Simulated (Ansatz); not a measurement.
HfMoC2 under changes of volume

One of the cells (11.421 Å³/atom); the others are scaled copies at fixed shape and fractional positions:

```
Hf Mo C
1.0
     3.19142    0.00000    0.00000
     0.00000    3.19142    0.00000
     0.00000    0.00000    4.48516
Hf Mo C
1 1 2
Direct
  0.00000 0.00000 0.00000
  0.50000 0.50000 0.50000
  0.50000 0.50000 0.00000
  0.00000 0.00000 0.50000
```

The cell comes from a database or a generator and needn't be the stable form of this composition.

* Program: Ansatz 0.2.0
* Functional: LDA
* Potentials or basis: Ansatz PAW
* Cutoff: 420 eV (not typed: the program's choice for these potentials)
* k mesh: 8 × 8 × 6
* Occupations: fermi-dirac, width 0.05 eV
* Spin: no spin polarisation

| volume (Å³/atom) | energy over the lowest point (meV/atom) | pressure (GPa) |
| --- | --- | --- |
| 10.735 | 0.00 | 3.4 |
| 10.964 | 0.00 | -3.2 |
| 11.192 | 8.81 | -9.1 |
| 11.421 | 25.63 | -14.4 |
| 11.649 | 49.61 | -19.1 |
| 11.877 | ? | ? |
| 12.106 | 116.06 | -27.2 |

**Question.** What does the run at 11.877 Å³/atom give?

**Answer.** Energy over the lowest point 79.96 meV/atom; pressure -23.4 GPa.

Worked out: A Birch-Murnaghan fit of order 3 (a polynomial in V^(-2/3)) to the other rows has its minimum at 10.85 Å³/atom with B0 = V·E''(V) = 312 GPa and B' = 4.2 at fixed shape and positions, which overstates the stiffness. It gives 79.87 meV/atom at 11.877 Å³/atom, against the run's 79.96, and -dE/dV = -23.4 GPa, against -23.4.

Energies are extrapolated to zero smearing.

Caveats: the PAW data sets come from PBE, with cores solved anew for the run's functional, which leaves a small shift of forces and pressure.
